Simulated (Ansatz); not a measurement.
# HfB: a trigonal deformation path

This session takes HfB and sets out to follow a trigonal deformation at fixed volume.

Computed with Ansatz 0.2.0 (DFT PBEsol, scalar-relativistic, plane waves, PAW, unless a step's input says otherwise).

## (1) The system as given

It takes space group Fm-3m (No. 225, cubic). The conventional cell has a = 4.620 Å, b = 4.620 Å, c = 4.620 Å, α = 90.00°, β = 90.00°, γ = 90.00°. Around Hf (site symmetry m-3m) lie 6 B at 2.31 Å. B (site symmetry m-3m) has 6 Hf at 2.31 Å in its first shell of neighbours.

As a file:

```cif
data_structure
_symmetry_space_group_name_H-M 'Fm-3m'
_symmetry_Int_Tables_number 225
_cell_length_a 4.6200
_cell_length_b 4.6200
_cell_length_c 4.6200
_cell_angle_alpha 90.000
_cell_angle_beta 90.000
_cell_angle_gamma 90.000
_cell_volume 98.61
loop_
_atom_site_label
_atom_site_type_symbol
_atom_site_symmetry_multiplicity
_atom_site_Wyckoff_symbol
_atom_site_fract_x
_atom_site_fract_y
_atom_site_fract_z
_atom_site_occupancy
Hf1 Hf 4 b 0.50000 0.00000 0.00000 1
B1 B 4 a 0.00000 0.00000 0.00000 1
```

No relaxation comes first: the listed cell is the starting point.

## (2) Zero of the scan

input.yaml

```yaml
crystal:
  lattice:
    - [0.0, 2.31, 2.31]
    - [2.31, 0.0, 2.31]
    - [2.31, 2.31, 0.0]
  atoms:
    - { symbol: Hf, position: [0.5, 0.5, 0.5] }
    - { symbol: B, position: [0.0, 0.0, 0.0] }
basis:
  ecutwfc: 420
kpoints:
  mp_grid: { grid: [20, 20, 20] }
hamiltonian:
  xc: pbesol
scf:
  occupations: { method: gaussian, width: 0.15 }
output:
  forces: true
  stress: true
  eigenvalues: true
```

Command:

```
$ ansatz run input.yaml --threads 1 --pin off --max-ram 2560MiB --backend cpu --events-out ev --progress --plain --runs-dir out
```

The session goes on with these runs: ρ = 0.500; At ρ = 2.000; point ρ = 0.710; ρ = 1.410; point ρ = 0.600; At ρ = 0.850; ρ = 1.200; ρ = 1.700; At ρ = 0.930; point ρ = 1.080.

What does the calculation give? Wanted: highest point.

As calculated:

| quantity | value |
| --- | --- |
| highest point | 1413.9 meV/atom at ρ = 2.000 |

In words: The undisturbed cell stays the lowest of the sampled points. No sampled point inside the path is a dip, apart from those named. At ρ = 0.500 the cell takes another symmetry, Pm-3m, 490.4 meV/atom from the start at this fixed volume. Spin-orbit coupling is left out for Hf.
